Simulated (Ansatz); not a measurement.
# Al2O3: the cost of one run

Program: Ansatz 0.2.0. Level of theory: DFT PBE, scalar-relativistic, plane waves, PAW. These are calculated values, not measurements.

1 further run of the same task is left out (set aside as unsound or not needed).

**1. The structure to begin with**

The structure is trigonal, space group R-3c (No. 167). The conventional cell has a = 4.809 Å, b = 4.809 Å, c = 13.123 Å, α = 90.00°, β = 90.00°, γ = 120.00°. Al (site symmetry 3) has 6 O at 1.87 to 1.99 Å in its first shell of neighbours. O (site symmetry 2) is surrounded by 4 Al at 1.87 to 1.99 Å.

Structure file:

```cif
data_structure
_symmetry_space_group_name_H-M 'R-3c:H'
_symmetry_Int_Tables_number 167
_cell_length_a 4.8087
_cell_length_b 4.8087
_cell_length_c 13.1234
_cell_angle_alpha 90.000
_cell_angle_beta 90.000
_cell_angle_gamma 120.000
_cell_volume 262.81
loop_
_atom_site_label
_atom_site_type_symbol
_atom_site_symmetry_multiplicity
_atom_site_Wyckoff_symbol
_atom_site_fract_x
_atom_site_fract_y
_atom_site_fract_z
_atom_site_occupancy
Al1 Al 12 c 0.00000 0.00000 0.35215 1
O1 O 18 e 0.30618 0.00000 0.25000 1
```

This cell was relaxed beforehand with the same method: volume 8.76 Å³/atom, gap on the mesh 5.85 eV.

**2. The reference: the undisturbed cell on the scan's mesh**

The input, input.yaml:

```yaml
crystal:
  lattice:
    - [2.4043544254, 1.3881546747, 4.3744828318]
    - [-2.4043544254, 1.3881546747, 4.3744828318]
    - [0.0, -2.7763093495, 4.3744828317]
  atoms:
    - { symbol: Al, position: [0.8521479318, 0.8521479318, 0.8521479318] }
    - { symbol: Al, position: [0.6478520682, 0.6478520682, 0.6478520682] }
    - { symbol: Al, position: [0.1478520682, 0.1478520682, 0.1478520682] }
    - { symbol: Al, position: [0.3521479318, 0.3521479318, 0.3521479318] }
    - { symbol: O, position: [0.0561765927, 0.4438234073, 0.75] }
    - { symbol: O, position: [0.75, 0.0561765927, 0.4438234073] }
    - { symbol: O, position: [0.4438234073, 0.75, 0.0561765927] }
    - { symbol: O, position: [0.9438234073, 0.5561765927, 0.25] }
    - { symbol: O, position: [0.25, 0.9438234073, 0.5561765927] }
    - { symbol: O, position: [0.5561765927, 0.25, 0.9438234073] }
basis:
  ecutwfc: 420
kpoints:
  mp_grid: { grid: [6, 6, 6] }
hamiltonian:
  xc: pbe
scf:
  occupations: { method: gaussian, width: 0.05 }
output:
  forces: true
  stress: true
  eigenvalues: true
  write_density: true
  write_potential: true
  elf: true
  volumetric_format: npy
```

The run is started by

```bash
> ansatz run input.yaml --threads 2 --pin off --max-ram 5120MiB --backend cpu --events-out ev --progress --plain --runs-dir out
```

Q: Estimate wall time and peak memory on 2 threads of Arm Neoverse V2, shared host.

About 4 s, with a peak of 0.38 GiB.
